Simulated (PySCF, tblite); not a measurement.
**trimethylgallium (C3H9Ga): dynamics, then NMR shifts on frames**

How do NMR shifts of trimethylgallium (C3H9Ga) (`[CH3][Ga]([CH3])[CH3]`) change as the atoms move?

Programs: tblite 0.8.0 and PySCF 2.14.0, with density-fitted response routines of our own. Each step states its level of theory. These are calculated values for one molecule in the gas phase, unless marked as measured. Atoms are numbered from 0 throughout.

### Step 1. Starting geometry

13 atoms, charge 0, multiplicity 1; geometry from: GFN2-xTB.

Bonds of the start (Å): C0–Ga1 2.05, Ga1–C2 2.05, Ga1–C3 2.05, C0–H4 1.09, C0–H5 1.09, C0–H6 1.09, C2–H7 1.09, C2–H8 1.09, C2–H9 1.09, C3–H10 1.09, C3–H11 1.09, C3–H12 1.09.

### Step 2. Dynamics with GFN2-xTB

What the job is given:

```
{"job": {"kind": "md", "xc": "GFN2-xTB", "basis": "xTB", "temperature": 200, "steps": 2000, "every": 50, "frames": 5}, "charge": 0, "multiplicity": 1}
C     -0.681957     1.906262     0.260656
Ga    -0.004968    -0.017746     0.085385
C      2.001034    -0.379558     0.271884
C     -1.323475    -1.540969    -0.277232
H     -0.305126     2.529182    -0.556020
H     -0.338627     2.361000     1.194689
H     -1.774001     1.957271     0.242058
H      2.577427     0.278495    -0.384534
H      2.257467    -1.412804     0.023891
H      2.337085    -0.187126     1.295191
H     -1.709904    -1.487520    -1.299487
H     -0.855304    -2.520731    -0.148454
H     -2.184040    -1.485270     0.395653
```

Level: GFN2-xTB Langevin dynamics, gas phase.

The run is started by

```bash
OMP_NUM_THREADS=1 python probes_run.py task.json out
```

This one command runs all jobs of the session in turn.

The log of the run:

```text
t/fs     T/K      E/eV
    0.0   166.7   -330.73463
   25.0   132.4   -330.63381
   50.0   105.6   -330.50430
   75.0   108.1   -330.53065
  100.0   127.0   -330.55521
  125.0   163.6   -330.58407
  150.0   180.5   -330.54788
  175.0   118.0   -330.51041
  200.0   154.7   -330.44355
  225.0   203.6   -330.35944
  250.0   289.8   -330.41251
  275.0   295.1   -330.49856
  300.0   180.6   -330.34764
  325.0   222.1   -330.51956
  350.0   170.4   -330.43856
  375.0   211.8   -330.45676
  400.0   196.0   -330.48928
  425.0   191.3   -330.36974
  450.0   226.8   -330.43140
  475.0   235.9   -330.43544
  500.0   242.1   -330.43116
  525.0   299.3   -330.46069
  550.0   264.1   -330.44774
  575.0   269.1   -330.42530
  600.0   162.8   -330.28080
  625.0   214.5   -330.32104
  650.0   191.2   -330.36556
  675.0   254.8   -330.47715
  700.0   226.1   -330.38536
  725.0   237.2   -330.40312
  750.0   203.9   -330.39006
  775.0   212.4   -330.28793
  800.0   242.6   -330.36001
  825.0   295.2   -330.52811
  850.0   225.1   -330.41435
  875.0   197.0   -330.45864
  900.0   182.0   -330.47384
  925.0   179.5   -330.43232
  950.0   178.4   -330.46026
  975.0   176.1   -330.46663
 1000.0   192.6   -330.42319
```

Run time: 7.6 s. Hardware: 1 thread of Arm Neoverse V1, shared host; peak memory 0.18 GiB.

Distance from the start (root mean square after alignment): 0 fs 0.00 Å, 200 fs 0.59 Å, 400 fs 0.89 Å, 600 fs 1.04 Å, 800 fs 1.18 Å, 1000 fs 1.09 Å.

Positions (Å) and forces (eV/Å) at 1000 fs:

```xyz
13

C    -0.038    1.888   -0.199   -2.007   -0.331    0.447
Ga   -0.421   -0.063    0.205    1.479   -0.608    0.335
C     1.318   -1.341    0.492   -1.152    0.223    0.092
C    -2.300   -0.684    0.525   -0.552    0.823   -0.269
H    -0.235    2.125   -1.240   -0.111    0.243   -0.070
H     0.896    2.269    0.092    1.133    0.465    0.349
H    -0.853    2.337    0.457    0.778    0.052   -0.792
H     1.090   -2.218    1.111   -0.081    0.096   -0.138
H     2.034   -0.736    1.064    0.144   -0.159   -0.547
H     1.670   -1.708   -0.484    0.267    0.348    0.428
H    -2.392   -1.550   -0.101   -0.258   -0.852   -0.075
H    -2.575   -0.884    1.549    0.139   -0.439    0.361
H    -3.073    0.017    0.174    0.220    0.138   -0.121
```

### Step 3. Nuclear shieldings: 250 fs, PBE0/pcSseg-1

What the job is given:

```
{"job": {"kind": "nmr", "xc": "PBE0", "basis": "pcSseg-1", "pop": false}, "charge": 0, "multiplicity": 1}
C     -0.518800     2.152500     0.462600
Ga    -0.192600     0.124700     0.166000
C      1.557500    -0.780100     0.044400
C     -1.671800    -1.235600     0.098400
H      0.431000     2.663300     0.380800
H     -0.872500     2.264600     1.492700
H     -1.238800     2.539300    -0.295600
H      2.308300    -0.193100    -0.413100
H      1.622900    -1.748100    -0.358800
H      1.918700    -0.997100     1.083700
H     -2.702100    -0.986700     0.016700
H     -1.542900    -1.980400    -0.657800
H     -1.525600    -1.755900     1.029300
```

With the program's defaults for keys left out, this is: GIAO PBE0/pcSseg-1 NMR shielding, non-relativistic, gas phase.

The log of the run:

```text
coarse grid: 45208 points
cycle   1  E = -2043.8168196052  dE = -5.764e-01  |g| = 1.083e+00  |ddm| = 3.125e+00
cycle   2  E = -2043.7389591580  dE =  7.786e-02  |g| = 1.282e+00  |ddm| = 1.308e+00
cycle   3  E = -2043.9559489410  dE = -2.170e-01  |g| = 7.279e-02  |ddm| = 7.951e-01
cycle   4  E = -2043.9562580225  dE = -3.091e-04  |g| = 3.272e-02  |ddm| = 5.460e-02
cycle   5  E = -2043.9564929649  dE = -2.349e-04  |g| = 1.943e-03  |ddm| = 2.462e-02
cycle   6  E = -2043.9564937835  dE = -8.187e-07  |g| = 9.644e-04  |ddm| = 3.203e-03
final grid: 95264 points
cycle   7  E = -2043.9564903920  dE =  1.044e-07  |g| = 1.207e-03  |ddm| = 2.128e-03
cycle   8  E = -2043.9564901024  dE =  2.897e-07  |g| = 1.645e-03  |ddm| = 2.318e-03
cycle   9  E = -2043.9564907682  dE = -6.658e-07  |g| = 6.837e-05  |ddm| = 1.299e-03
cycle  10  E = -2043.9564907695  dE = -1.332e-09  |g| = 1.301e-05  |ddm| = 8.881e-05
cycle  11  E = -2043.9564907695  dE = -2.456e-11  |g| = 1.021e-06  |ddm| = 9.020e-06
converged SCF energy = -2043.9564907695

GIAO shielding tensors (ppm)
atom      isotropic    diamagn.    paramagn.     s11        s22        s33       span
  0 C      183.178     253.424     -70.245    166.194    189.159    194.182     27.988
  1 Ga    1025.219    2638.224   -1613.005    906.690    926.911   1242.056    335.366
  2 C      189.339     252.610     -63.271    170.099    194.095    203.823     33.724
  3 C      186.296     252.084     -65.788    166.851    190.121    201.917     35.066
  4 H       31.138      30.856       0.282     26.145     29.228     38.043     11.898
  5 H       31.257      29.678       1.579     27.026     28.358     38.387     11.361
  6 H       30.500      29.244       1.256     26.157     27.743     37.600     11.443
  7 H       32.328      31.811       0.516     26.962     29.430     40.591     13.629
  8 H       32.189      32.548      -0.360     27.397     29.802     39.367     11.970
  9 H       31.388      29.855       1.533     27.335     27.950     38.881     11.546
 10 H       32.076      31.176       0.900     26.972     29.078     40.179     13.207
 11 H       31.991      31.915       0.076     27.158     29.839     38.975     11.817
 12 H       32.561      31.213       1.349     28.259     30.046     39.378     11.118
```

Wall time 10 s (1 thread of Arm Neoverse V1, shared host); peak memory 0.79 GiB.

Shifts follow as δ = σ(reference) − σ, with reference shieldings (ppm) from runs at the same level and on the same kind of geometry: 1H TMS 31.72, 13C TMS 186.9. The references are single molecules in the gas phase. Each atom is listed at this fixed geometry, with no averaging over motion; a spectrum would average atoms that exchange fast.

```
atoms                               environment  σ (ppm)  δ (ppm)
   C0                methyl carbon bonded to Ga    183.2      3.7
   C3                methyl carbon bonded to Ga    186.3      0.6
   C2                methyl carbon bonded to Ga    189.3     -2.4
   H6  hydrogen on a methyl carbon bonded to Ga    30.50     1.22
   H4  hydrogen on a methyl carbon bonded to Ga    31.14     0.58
   H5  hydrogen on a methyl carbon bonded to Ga    31.26     0.46
   H9  hydrogen on a methyl carbon bonded to Ga    31.39     0.33
  H11  hydrogen on a methyl carbon bonded to Ga    31.99    -0.27
  H10  hydrogen on a methyl carbon bonded to Ga    32.08    -0.36
   H8  hydrogen on a methyl carbon bonded to Ga    32.19    -0.47
   H7  hydrogen on a methyl carbon bonded to Ga    32.33    -0.61
  H12  hydrogen on a methyl carbon bonded to Ga    32.56    -0.84
  Ga1                          Ga bonded to 3 C     1025        –
```

### Step 4. Nuclear shieldings: 425 fs, PBE0/pcSseg-1

What the job is given:

```
{"job": {"kind": "nmr", "xc": "PBE0", "basis": "pcSseg-1", "pop": false}, "charge": 0, "multiplicity": 1}
C     -0.562400     2.098200     0.810700
Ga    -0.327600     0.111200     0.278800
C      1.459700    -0.869800     0.115600
C     -2.004700    -0.962700    -0.009300
H      0.437900     2.579800     0.579700
H     -0.751900     2.329200     1.836000
H     -1.283000     2.685700     0.293400
H      1.537600    -1.362800    -0.854700
H      1.355000    -1.624700     0.860700
H      2.323700    -0.289200     0.250600
H     -2.885400    -0.348300    -0.027800
H     -2.070600    -1.721000    -0.784900
H     -1.977200    -1.483100     1.053600
```

Method: GIAO PBE0/pcSseg-1 NMR shielding, non-relativistic, gas phase.

The log of the run:

```text
coarse grid: 45208 points
cycle   1  E = -2043.8163440698  dE = -6.502e-01  |g| = 1.073e+00  |ddm| = 3.104e+00
cycle   2  E = -2043.7352661294  dE =  8.108e-02  |g| = 1.277e+00  |ddm| = 1.302e+00
cycle   3  E = -2043.9513868156  dE = -2.161e-01  |g| = 7.163e-02  |ddm| = 8.017e-01
cycle   4  E = -2043.9517492234  dE = -3.624e-04  |g| = 2.968e-02  |ddm| = 5.393e-02
cycle   5  E = -2043.9519414974  dE = -1.923e-04  |g| = 2.184e-03  |ddm| = 2.265e-02
cycle   6  E = -2043.9519427533  dE = -1.256e-06  |g| = 6.664e-04  |ddm| = 3.515e-03
final grid: 95264 points
cycle   7  E = -2043.9519381594  dE = -2.699e-08  |g| = 7.073e-04  |ddm| = 1.545e-03
cycle   8  E = -2043.9519381113  dE =  4.808e-08  |g| = 9.904e-04  |ddm| = 1.467e-03
cycle   9  E = -2043.9519382720  dE = -1.607e-07  |g| = 8.274e-05  |ddm| = 6.934e-04
cycle  10  E = -2043.9519382736  dE = -1.625e-09  |g| = 2.773e-06  |ddm| = 8.936e-05
cycle  11  E = -2043.9519382736  dE =  0.000e+00  |g| = 1.536e-06  |ddm| = 3.739e-06
converged SCF energy = -2043.9519382736

GIAO shielding tensors (ppm)
atom      isotropic    diamagn.    paramagn.     s11        s22        s33       span
  0 C      185.439     251.224     -65.786    169.390    186.643    200.283     30.893
  1 Ga    1054.974    2638.498   -1583.524    921.623    994.862   1248.439    326.816
  2 C      186.728     253.414     -66.686    167.837    193.269    199.077     31.240
  3 C      175.186     253.757     -78.571    155.080    183.418    187.059     31.978
  4 H       30.551      29.916       0.635     25.552     28.638     37.463     11.911
  5 H       31.894      30.432       1.463     27.707     28.380     39.596     11.889
  6 H       31.980      31.210       0.769     27.410     28.997     39.533     12.123
  7 H       31.346      31.103       0.243     26.740     28.845     38.452     11.712
  8 H       32.254      31.400       0.854     27.610     29.984     39.168     11.558
  9 H       32.083      32.024       0.059     26.987     29.474     39.788     12.801
 10 H       31.089      30.945       0.144     26.313     29.266     37.688     11.375
 11 H       30.682      30.762      -0.080     26.291     28.011     37.744     11.453
 12 H       30.456      28.160       2.296     27.077     27.786     36.506      9.429
```

Run time: 9.6 s. Hardware: 1 thread of Arm Neoverse V1, shared host; peak memory 0.8 GiB.

In short: σ C3 175.2, C0 185.4, C2 186.7, Ga1 1055, H12 30.46, H4 30.55 ppm.

### Step 5. NMR shieldings: 625 fs, PBE0/pcSseg-1

What the job is given:

```
{"job": {"kind": "nmr", "xc": "PBE0", "basis": "pcSseg-1", "pop": false}, "charge": 0, "multiplicity": 1}
C     -0.369500     2.032400     0.559800
Ga    -0.093700    -0.013500     0.215700
C      1.665200    -1.018100     0.228000
C     -1.996900    -0.836600    -0.096100
H     -0.956800     2.481700    -0.189100
H      0.486600     2.725900     0.656600
H     -0.823900     2.101700     1.554800
H      2.205600    -0.435600    -0.492900
H      1.548100    -2.032500    -0.166400
H      2.097900    -1.101300     1.248800
H     -2.651500    -1.060000     0.706800
H     -2.511600     0.085000    -0.574500
H     -2.022100    -1.678400    -0.829400
```

Method: GIAO PBE0/pcSseg-1 NMR shielding, non-relativistic, gas phase.

The log of the run:

```text
coarse grid: 45208 points
cycle   1  E = -2043.8136714386  dE = -7.136e-01  |g| = 1.066e+00  |ddm| = 3.080e+00
cycle   2  E = -2043.7292101911  dE =  8.446e-02  |g| = 1.276e+00  |ddm| = 1.313e+00
cycle   3  E = -2043.9463117450  dE = -2.171e-01  |g| = 7.078e-02  |ddm| = 8.131e-01
cycle   4  E = -2043.9467233177  dE = -4.116e-04  |g| = 2.842e-02  |ddm| = 5.526e-02
cycle   5  E = -2043.9469081341  dE = -1.848e-04  |g| = 2.767e-03  |ddm| = 2.270e-02
cycle   6  E = -2043.9469097312  dE = -1.597e-06  |g| = 1.495e-03  |ddm| = 4.459e-03
final grid: 95264 points
cycle   7  E = -2043.9469380142  dE =  4.354e-07  |g| = 2.022e-03  |ddm| = 3.155e-03
cycle   8  E = -2043.9469370299  dE =  9.843e-07  |g| = 2.848e-03  |ddm| = 4.057e-03
cycle   9  E = -2043.9469390544  dE = -2.024e-06  |g| = 8.722e-05  |ddm| = 2.323e-03
cycle  10  E = -2043.9469390566  dE = -2.232e-09  |g| = 2.140e-05  |ddm| = 1.076e-04
cycle  11  E = -2043.9469390567  dE = -5.866e-11  |g| = 1.151e-06  |ddm| = 1.214e-05
converged SCF energy = -2043.9469390567

GIAO shielding tensors (ppm)
atom      isotropic    diamagn.    paramagn.     s11        s22        s33       span
  0 C      181.443     251.083     -69.640    167.105    179.700    197.523     30.418
  1 Ga    1061.693    2638.241   -1576.549    872.102   1059.656   1253.320    381.218
  2 C      182.468     254.603     -72.135    166.749    188.176    192.478     25.730
  3 C      176.722     252.478     -75.756    157.421    176.422    196.323     38.902
  4 H       32.110      31.851       0.259     27.332     30.071     38.927     11.595
  5 H       30.975      30.182       0.793     26.479     28.012     38.435     11.956
  6 H       31.521      30.132       1.389     27.194     29.088     38.281     11.087
  7 H       31.610      31.194       0.416     26.797     29.522     38.511     11.714
  8 H       30.863      30.675       0.188     26.241     28.599     37.747     11.506
  9 H       30.495      29.266       1.229     26.125     27.538     37.822     11.697
 10 H       31.502      30.975       0.527     27.737     28.201     38.568     10.832
 11 H       29.938      29.799       0.139     25.368     29.259     35.188      9.821
 12 H       30.690      29.924       0.766     26.277     27.840     37.954     11.678
```

Wall time 9.7 s (1 thread of Arm Neoverse V1, shared host); peak memory 0.81 GiB.

Key values: σ C3 176.7, C0 181.4, C2 182.5, Ga1 1062, H11 29.94, H9 30.49 ppm.

### Step 6. NMR shieldings: 800 fs, PBE0/pcSseg-1

What the job is given:

```
{"job": {"kind": "nmr", "xc": "PBE0", "basis": "pcSseg-1", "pop": false}, "charge": 0, "multiplicity": 1}
C      0.150000     2.056400     0.133600
Ga    -0.230300     0.090600     0.169900
C      1.452300    -1.007500    -0.018900
C     -2.014700    -0.789500     0.185200
H      0.458100     2.447400    -0.830700
H      1.041000     2.154800     0.818100
H     -0.634000     2.762800     0.424400
H      2.257500    -1.024400     0.633000
H      1.815500    -0.682500    -0.991400
H      1.262600    -2.012300    -0.215100
H     -1.894400    -1.869100     0.370500
H     -2.633700    -0.385000     1.066400
H     -2.629000    -0.711100    -0.718300
```

Level: GIAO PBE0/pcSseg-1 NMR shielding, non-relativistic, gas phase.

The log of the run:

```text
coarse grid: 45208 points
cycle   1  E = -2043.8179547138  dE = -5.931e-01  |g| = 1.080e+00  |ddm| = 3.122e+00
cycle   2  E = -2043.7423595031  dE =  7.560e-02  |g| = 1.274e+00  |ddm| = 1.294e+00
cycle   3  E = -2043.9545805381  dE = -2.122e-01  |g| = 7.018e-02  |ddm| = 7.831e-01
cycle   4  E = -2043.9548622888  dE = -2.818e-04  |g| = 3.122e-02  |ddm| = 5.130e-02
cycle   5  E = -2043.9550771568  dE = -2.149e-04  |g| = 1.709e-03  |ddm| = 2.348e-02
cycle   6  E = -2043.9550778422  dE = -6.854e-07  |g| = 7.149e-04  |ddm| = 2.886e-03
final grid: 95264 points
cycle   7  E = -2043.9550693336  dE =  1.214e-08  |g| = 8.401e-04  |ddm| = 1.684e-03
cycle   8  E = -2043.9550692276  dE =  1.060e-07  |g| = 1.153e-03  |ddm| = 1.639e-03
cycle   9  E = -2043.9550695008  dE = -2.732e-07  |g| = 7.049e-05  |ddm| = 8.524e-04
cycle  10  E = -2043.9550695019  dE = -1.138e-09  |g| = 3.027e-06  |ddm| = 7.392e-05
cycle  11  E = -2043.9550695019  dE = -2.274e-12  |g| = 1.819e-06  |ddm| = 4.069e-06
converged SCF energy = -2043.9550695019

GIAO shielding tensors (ppm)
atom      isotropic    diamagn.    paramagn.     s11        s22        s33       span
  0 C      183.431     252.496     -69.064    165.846    183.679    200.768     34.921
  1 Ga    1027.383    2637.789   -1610.406    881.539    974.959   1225.650    344.110
  2 C      191.116     252.474     -61.358    172.883    194.599    205.866     32.983
  3 C      182.346     252.708     -70.363    167.744    185.854    193.439     25.694
  4 H       31.507      30.810       0.698     27.136     28.571     38.815     11.679
  5 H       30.559      29.627       0.932     25.780     28.904     36.992     11.212
  6 H       31.140      29.897       1.243     26.357     28.221     38.842     12.485
  7 H       32.659      32.121       0.539     27.851     29.227     40.900     13.048
  8 H       32.586      31.690       0.896     27.925     30.052     39.781     11.856
  9 H       33.017      32.961       0.055     27.784     30.535     40.731     12.947
 10 H       30.810      30.373       0.437     25.864     28.933     37.634     11.770
 11 H       30.145      28.092       2.054     25.816     27.305     37.316     11.500
 12 H       30.944      29.741       1.203     26.751     27.589     38.491     11.741
```

Wall time 10 s (1 thread of Arm Neoverse V1, shared host); peak memory 0.81 GiB.

This run: σ C3 182.3, C0 183.4, C2 191.1, Ga1 1027, H11 30.15, H5 30.56 ppm.

### Step 7. Shielding tensors: 1000 fs, PBE0/pcSseg-1

What the job is given:

```
{"job": {"kind": "nmr", "xc": "PBE0", "basis": "pcSseg-1", "pop": false}, "charge": 0, "multiplicity": 1}
C     -0.038500     1.887800    -0.198800
Ga    -0.421300    -0.062600     0.205100
C      1.317600    -1.340900     0.492100
C     -2.299800    -0.683600     0.525100
H     -0.234600     2.125300    -1.240200
H      0.896300     2.268600     0.092300
H     -0.853300     2.336800     0.457100
H      1.089900    -2.218300     1.111500
H      2.033600    -0.735800     1.063600
H      1.669600    -1.707900    -0.484200
H     -2.391800    -1.549600    -0.101000
H     -2.575400    -0.884200     1.548800
H     -3.072800     0.016500     0.174100
```

Method: GIAO PBE0/pcSseg-1 NMR shielding, non-relativistic, gas phase.

The log of the run:

```text
coarse grid: 45208 points
cycle   1  E = -2043.8177429508  dE = -6.908e-01  |g| = 1.068e+00  |ddm| = 3.088e+00
cycle   2  E = -2043.7336681025  dE =  8.407e-02  |g| = 1.277e+00  |ddm| = 1.311e+00
cycle   3  E = -2043.9513026049  dE = -2.176e-01  |g| = 7.516e-02  |ddm| = 8.159e-01
cycle   4  E = -2043.9517442342  dE = -4.416e-04  |g| = 3.371e-02  |ddm| = 6.557e-02
cycle   5  E = -2043.9520148047  dE = -2.706e-04  |g| = 3.347e-03  |ddm| = 2.780e-02
cycle   6  E = -2043.9520169387  dE = -2.134e-06  |g| = 1.938e-03  |ddm| = 5.167e-03
final grid: 95264 points
cycle   7  E = -2043.9520398040  dE =  7.954e-07  |g| = 2.623e-03  |ddm| = 4.015e-03
cycle   8  E = -2043.9520380892  dE =  1.715e-06  |g| = 3.645e-03  |ddm| = 5.302e-03
cycle   9  E = -2043.9520415912  dE = -3.502e-06  |g| = 1.635e-04  |ddm| = 3.125e-03
cycle  10  E = -2043.9520415969  dE = -5.702e-09  |g| = 2.384e-05  |ddm| = 1.386e-04
cycle  11  E = -2043.9520415969  dE = -6.185e-11  |g| = 2.169e-06  |ddm| = 1.472e-05
converged SCF energy = -2043.9520415969

GIAO shielding tensors (ppm)
atom      isotropic    diamagn.    paramagn.     s11        s22        s33       span
  0 C      179.749     253.979     -74.230    163.562    181.910    193.775     30.213
  1 Ga    1028.545    2639.025   -1610.480    881.357    964.211   1240.067    358.710
  2 C      176.159     251.679     -75.520    159.659    178.247    190.571     30.912
  3 C      186.058     253.250     -67.192    170.585    189.560    198.029     27.444
  4 H       31.315      30.729       0.586     27.336     28.205     38.404     11.069
  5 H       31.883      32.473      -0.590     27.252     29.483     38.914     11.662
  6 H       30.434      29.438       0.997     25.657     29.154     36.493     10.836
  7 H       30.874      30.156       0.719     26.523     28.739     37.361     10.838
  8 H       30.950      30.731       0.218     26.697     29.032     37.120     10.424
  9 H       30.877      30.200       0.676     27.149     27.887     37.594     10.445
 10 H       31.947      31.040       0.907     27.113     29.482     39.247     12.133
 11 H       31.494      30.247       1.247     26.973     28.263     39.246     12.273
 12 H       31.086      30.396       0.690     26.445     28.738     38.074     11.629
```

Run time: 10 s. Hardware: 1 thread of Arm Neoverse V1, shared host; peak memory 0.73 GiB.

This run: σ C2 176.2, C0 179.7, C3 186.1, Ga1 1029, H6 30.43, H7 30.87 ppm.

### Step 8. Side by side: NMR shifts

Shifts (ppm) of some atoms, chosen among heavy atoms and hydrogens apart, with basis size and wall time:

```
  frame   C0    C3    C2     H9    H11     H7    H12  functions   time
 250 fs  3.7   0.6  -2.4   0.33  -0.27  -0.61  -0.84        137   10 s
 425 fs  1.5  11.7   0.2  -0.37   1.04   0.37   1.26        137  9.6 s
 625 fs  5.5  10.2   4.5   1.22   1.78   0.11   1.03        137  9.7 s
 800 fs  3.5   4.6  -4.2  -1.30   1.57  -0.94   0.77        137   10 s
1000 fs  7.2   0.9  10.8   0.84   0.22   0.84   0.63        137   10 s
```

### Step 9. Outcome

| quantity | value |
| --- | --- |
| thermostat | 200 K |
| mean temperature, second half | 221 K |
| mean potential energy above the minimum | 0.32 eV |
| 13C shifts against TMS (PBE0/pcSseg-1, 250 fs) | 3.7, 0.6, -2.4 ppm |
| 1H shifts against TMS (PBE0/pcSseg-1, 250 fs) | 1.22, 0.58, 0.46, 0.33, -0.27, -0.36, -0.47, -0.61, -0.84 ppm |
| shieldings of Ga (PBE0/pcSseg-1, 250 fs) | Ga1 1025.2 ppm |
| range of the shift of C2 | -4.2 to 10.8 ppm |

**Reading.** In the second half the potential energy averages 0.32 eV above the minimum; equipartition over 33 harmonic modes at 200 K would give 0.28 eV. With 13 atoms the temperature swings widely (106 to 299 K). Shifts at one fixed geometry are not the observed spectrum, which averages over the motion. In the first frame run (250 fs): The widest tensor belongs to Ga1: span 335 ppm, with a paramagnetic part of -1613 ppm. Among the atoms with a shift in every run: Across the 5 runs the shift of C2 moves most, between -4.2 (800 fs) and 10.8 ppm (1000 fs). Spin-orbit coupling is left out, which matters for shieldings and couplings at and beside the heavy atoms.
